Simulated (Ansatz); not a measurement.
This script drives the Ansatz DFT code, driven from Python.

The script, `ch3te2.py`:
```python
"""Bending curve of CH3Te2."""

import ansatz as az
from ase import Atoms

atoms = Atoms(["C", "Te", "Te", "H", "H", "H"], positions=[
    [-0.3315, 0.4505, -0.3172],
    [-0.0307, -0.2283, 1.6564],
    [1.652, -2.1666, 0.653],
    [-0.7425, -0.306, -0.9495],
    [0.5805, 0.8201, -0.7962],
    [-1.0858, 1.3664, -0.2926],
])

# start the scan from a relaxed geometry
first = (
    az.Crystal.molecule_from_ase(atoms).calculation()
    .basis(gaussian="def2-SVP")
    .functional("PBE")
    .spin("collinear", total=1)
    .relax(force_tolerance=0.02, max_steps=80)
)
atoms.positions = first.run(threads=1).report["positions_ang"]

rows = []
for angle in [85, 95, 105, 115, 125, 140, 160]:
    bent = atoms.copy()
    bent.set_angle(0, 1, 2, angle, indices=[2])
    job = (
        az.Crystal.molecule_from_ase(bent).calculation()
        .basis(gaussian="def2-SVP")
        .functional("PBE")
        .spin("collinear", total=1)
    )
    rows.append((angle, job.run(threads=1).report["free_energy_ev"]))
floor = min(e for _, e in rows)
for angle, e in rows:
    print(f"angle C0-Te1-Te2 = {angle:3d} deg   {1000 * (e - floor):9.1f} meV")
```

It is started by `python ch3te2.py`. How long does it take on 1 thread of Arm Neoverse V2, with other jobs on the host, and how much memory does it need?

It took about 76 s, with a peak of 0.26 GiB, for 8 runs of the engine.

```console
$ python ch3te2.py
angle C0-Te1-Te2 =  85 deg       204.3 meV
angle C0-Te1-Te2 =  95 deg        21.9 meV
angle C0-Te1-Te2 = 105 deg         0.0 meV
angle C0-Te1-Te2 = 115 deg        94.7 meV
angle C0-Te1-Te2 = 125 deg       286.3 meV
angle C0-Te1-Te2 = 140 deg       731.8 meV
angle C0-Te1-Te2 = 160 deg      1575.6 meV
```

Notes:
- The scan is rigid, and the energies are electronic, in a modest basis. The zero is the lowest point of the grid, which needn't be the minimum.
- def2 sets replace the cores of elements past krypton by effective core potentials.
- The run takes the species as open-shell (spin multiplicity 2), which needn't be its ground state.
- The expectation value of S² is noticeably off S(S+1) in at least one run, so that state is spin-contaminated.
